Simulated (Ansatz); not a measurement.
Working through a ladder of basis sets of BrSb

With Ansatz 0.2.0 through its Python package.

Contents of `brsb.xyz`:
```text
2

Sb    0.00000    0.00000    0.00000
Br    0.00000    0.00000    2.48000
```

At the Python prompt:
```pycon
>>> import ansatz as az
>>> mol = az.Crystal.molecule_from_extxyz('brsb.xyz')
>>> setup = mol.calculation().functional('HF').spin('collinear', total=2)
>>> energies = {}
>>> for basis in ['def2-SVP', 'def2-SVPD', 'def2-TZVP', 'def2-TZVPP']:
...     rep = setup.basis(gaussian=basis).run().report
...     size = rep['n_frozen'] + rep['n_occupied'][0] + rep['n_virtual'][0]
...     energies[basis] = (rep['reference_energy_ev'] / 27.211386246, rep['free_energy_ev'] / 27.211386246)
...     print(f'{basis:14s} {size:4d} orbitals  reference {energies[basis][0]:14.6f} Ha  total {energies[basis][1]:14.6f} Ha')
...
def2-SVP         58 orbitals  reference   -2811.403425 Ha  total   -2811.403425 Ha
def2-SVPD        73 orbitals  reference   -2811.408260 Ha  total   -2811.408260 Ha
def2-TZVP        98 orbitals  reference   -2811.728680 Ha  total   -2811.728680 Ha
def2-TZVPP       98 orbitals  reference   -2811.728680 Ha  total   -2811.728680 Ha
>>> last = energies['def2-TZVPP'][1]
>>> for basis, (_, total) in energies.items():
...     print(f'{basis:14s} lies {27.211386 * (total - last):9.4f} eV above def2-TZVPP')
...
def2-SVP       lies    8.8506 eV above def2-TZVPP
def2-SVPD      lies    8.7191 eV above def2-TZVPP
def2-TZVP      lies    0.0000 eV above def2-TZVPP
def2-TZVPP     lies    0.0000 eV above def2-TZVPP
```

Against def2-SVP: def2-SVPD -4.8 mHa, def2-TZVP -325.3 mHa and def2-TZVPP -325.3 mHa. The last step alone is +0.00 mHa (these two sets differ little on atoms other than hydrogen). From the first set to the last the time grows from 0.8 to 2.0 s.

Caveats:
- These settings explore the input space; basis and method may be short of convergence.
- The geometry is a force-field or estimated start, not a minimum of this method, and the last set is no limit. Much of the fall in a total is atomic energy, which cancels in bond and reaction energies.
- def2 sets replace the cores of elements past krypton by effective core potentials.
- The species is open-shell (spin multiplicity 3).
- The spin state was assumed, and another may lie lower.
- Timing: 6.4 s on 1 thread of Arm Neoverse V2, on a shared host, peak memory 0.29 GiB.
